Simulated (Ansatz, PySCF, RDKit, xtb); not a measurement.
# Solving CH4GaSi+, step by step

Task: start from the formula CH4GaSi+ (charge +1), draw up candidate structures, narrow them down in stages, and characterise the one that lies lowest at 200 K.

The funnel: GFN2-xTB relaxations, single points with a density functional, relaxations at PBE0-D3(BJ)/def2-SVP, harmonic vibrations, and a last energy at a higher level. All values are calculated.

8 further runs of the same task are left out: 1 for a known fault of the program, 7 set aside as unsound or not needed.

## Step 1: Drawing up candidates

All bonding patterns within simple valence rules are listed by program: one Lewis structure each, at most two rings and one unusual centre or charged pair. O–O, O–halogen and N–halogen bonds and N–N–N chains are not drawn. That gives 26 candidates.

c062 [CH+]=[SiH][GaH2]; c078 [CH2+][GaH][SiH]; c091 [SiH][CH2][GaH+] (triplet); c163 [SiH][CH2][GaH+]; c181 [SiH2+][CH2][Ga] (triplet); c267 C=[Si+][GaH2]; c326 [CH2+][GaH][SiH] (triplet); c351 C=[SiH][GaH+]; c392 C[Si][GaH+] (triplet); c403 [CH2+][SiH2][Ga] (triplet); c464 [SiH3][CH+][Ga]; c474 [CH2]1[SiH2][Ga+]1; c506 C[SiH+][Ga] (triplet); c507 C[Si][GaH+]; c545 [CH+]1[SiH2][GaH]1; c549 [CH2+][SiH2][Ga]; c561 [SiH2+][CH2][Ga]; c585 [SiH2]=[C+][GaH2]; c613 [CH3][Ga+][SiH] (triplet); c642 [CH2]1[SiH+][GaH]1; c731 [CH3][Ga+][SiH]; c850 [SiH3][CH+][Ga] (triplet); c857 [SiH2]=[CH][GaH+]; c886 C[SiH+][Ga]; c976 [SiH+]=[CH][GaH2]; c991 [CH2-][Ga+][SiH2+].

Candidates are built by distance geometry, with a force field where one applies, in up to four conformers (letters a to d). 16 starts with atoms placed at random are added, to find patterns that the rules miss.

**Question.** With final energies at CCSD(T)/def2-TZVP, which structure will this search put lowest in free energy, and by what margin?

| quantity | value |
| --- | --- |
| lowest structure found | [SiH2+][CH2][Ga], singlet, Cs |
| next finalist | [CH3][SiH].[Ga] ‡, singlet, 3.2 kcal/mol higher in G |
| share at equilibrium, among the finalists | 100.0 % |
| harmonic wavenumbers, lowest and highest (PBE0-D3(BJ)/def2-SVP) | 131 and 3188 cm⁻¹ |
| rotational constants, same geometry | 0.8561, 0.05817, 0.05626 cm⁻¹ |
| HOMO energy (PBE0/def2-TZVPD) | -11.75 eV |
| LUMO energy (PBE0/def2-TZVPD) | -7.22 eV |
| HOMO–LUMO gap (PBE0/def2-TZVPD) | 4.52 eV |
| lowest excitation (TD-PBE0/def2-SVPD) | 3.90 eV (f = 0.115) |
| strongest of the states computed, same level | 6.57 eV (f = 0.338) |
| lowest triplet excitation, same level, Tamm-Dancoff | 2.45 eV |
| vertical ionisation energy | 13.66 eV |
| vertical recombination energy (electron added) | 5.56 eV |
| vertical triplet less singlet | +2.54 eV |

The lowest structure found is `[SiH2+][CH2][Ga]`. The margin, 3.2 kcal/mol, is modest. PBE0-D3(BJ)/def2-SVP and MP2/def2-TZVP already put its bonding pattern lowest among the structures in one piece; HF/def2-TZVP favours the singlet [CH3][SiH].[Ga] ‡. Lowest found is not proven lowest: the search is finite, and each finalist counts with one conformer. Patterns outside the rules of the enumeration were met only by chance.

‡ marks the bonded skeleton alone, with all bonds drawn single: no Lewis structure was assigned that passes a check against the bond lengths.
